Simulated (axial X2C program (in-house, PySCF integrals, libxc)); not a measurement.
**A two-component session on TeBr: EOM-EA-CCSD levels**

Aim: EOM-EA-CCSD levels of TeBr, with spin–orbit coupling in the Hamiltonian from the start.

The runs use an in-house X2C program for linear molecules on PySCF integrals; two-component X2C with atomic mean-field terms, Te dyall-acv3z, Br dyall-acv3z.

All values are calculated.

## (1) Input

The input, task.json:

```json
{"zs": [52, 35], "q": 0, "bas": ["dyall-acv3z", "dyall-acv3z"], "r0": 2.5, "eom": "ea", "thr": -1.0, "nmax": 92, "grid": [1, 0.96, 1.045, 0.92, 1.09, 1.15]}
```

Keys: zs atomic numbers; q charge; bas basis sets; r0 starting distance in Å; eom kind of EOM run; thr threshold in hartree for freezing inner shells (an s shell follows its p shell); nmax most natural virtual spinors; grid distances as factors.

Command:

```bash
$ python soeom.py task.json out
```

After this run come: EOM-EA-CCSD at 2.475 Å.

Q: Predict the outcome of this session. Wanted: next root led by one particle; T1 of the reference.

The runs gave:

| quantity | value |
| --- | --- |
| lowest root at 2.475 Å | Ω = 3/2, 8.626 eV |
| next root led by one particle | Ω = 1/2, about 18000 cm⁻¹ higher |
| T1 of the reference | 0.028 |

What this shows: The added electron is bound by 8.63 eV in a spinor of 81% Te pπ, 9% Br pπ, 6% Br dπ. Errors of 0.1 to 0.3 eV are usual at this size, and roots led by higher excitations are left out, so the list is incomplete, and low states of that kind can be missing. T1 or the largest double amplitude of the reference is raised, which lowers the reliability.
